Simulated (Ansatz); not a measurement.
**GeAsH₄+ (singlet): the correlation ladder, cc-pVDZ**

The task here is to estimate one member of a computed series from the others.

The runs use Ansatz 0.2.0, Gaussian basis; cc-pVDZ, core rule «outside noble gas», up to 28 orbitals frozen.

Plan: UHF; CCSD(T) on RHF; CCSD(T) on UHF; BCCD(T) on RHF; CISD; CCSDT(Q) on RHF; CCSDT(Q) on UHF.

18 further runs of the same task are left out: 10 that didn't finish, 8 set aside as unsound or not needed.

### The geometry

The geometry is a PBE0/def2-TZVP stationary point (not a proven minimum) of the parent state, kept for this charge and spin. No spin-orbit coupling is included. The filled d shell of Ge, As may be among the frozen orbitals whatever the setting's name suggests; the logs give the count.

6 atoms, charge 1, spin multiplicity 1.

Atoms are counted from 1 here; the program's logs count them from 0.

Bond lengths: Ge1–As2 2.420 Å, Ge1–H3 1.549 Å, Ge1–H4 1.550 Å, As2–H5 1.521 Å, As2–H6 1.521 Å. Angles: As2–Ge1–H3 108.8°, As2–Ge1–H4 108.8°, H3–Ge1–H4 107.8°, Ge1–As2–H5 94.1°, Ge1–As2–H6 94.1°, H5–As2–H6 92.9°.

The first run:

in.yaml reads:

```yaml
crystal:
  periodic: [false, false, false]
  atoms:
    - {symbol: Ge, position_ang: [-0.060841, -0.000045, 1.221717]}
    - {symbol: As, position_ang: [0.066843, 0.000240, -1.195312]}
    - {symbol: H, position_ang: [0.677902, 1.250767, 1.760825]}
    - {symbol: H, position_ang: [0.674814, -1.253239, 1.759897]}
    - {symbol: H, position_ang: [-0.961710, -1.108698, -1.358010]}
    - {symbol: H, position_ang: [-0.974884, 1.096560, -1.359962]}
basis:
  gaussian: {orbitals: cc-pVDZ}
total_charge: 1
magnetization: {spin_polarized: true, initial_magnetization: 0}
hamiltonian: {xc: hf}
output: {orbitals: {seedname: orbitals}}
```

Started as:

```bash
$ ansatz run in.yaml --threads 1 --pin off --events-out ev --progress --plain --max-ram 2393MiB
```

Among the steps run: UHF; CCSD(T) on RHF; CCSD(T) on UHF; BCCD(T) on RHF; CISD; CCSDT(Q) on RHF; CCSDT(Q) on UHF.

One of the session's tables, all rows but one given; the rest of the session is left out.

```
   method  from RCCSDT(Q) (kcal/mol)
      RHF                    +155.19
      UHF                          ?
     RMP2                     +33.11
     CISD                     +20.69
    RCCSD                      +6.32
 RCCSD(T)                      +1.26
  BCCD(T)                      +1.26
   RCCSDT                      +0.35
RCCSDT(Q)                          0
```

**Question.** Estimate the row for UHF.

The run gave: from RCCSDT(Q) (kcal/mol): +154.10. In the column «from RCCSDT(Q) (kcal/mol)» it lies between RMP2 (+33.11) and RHF (+155.19).

Not comparable, so not listed: CCSD(T) on UHF; CCSDT(Q) on UHF (they don't share determinant, frozen orbitals or solution with the rows shown, or repeat one).

Limits of these values: Warnings: restricted reference is unstable; spin contamination; large T1 diagnostic.
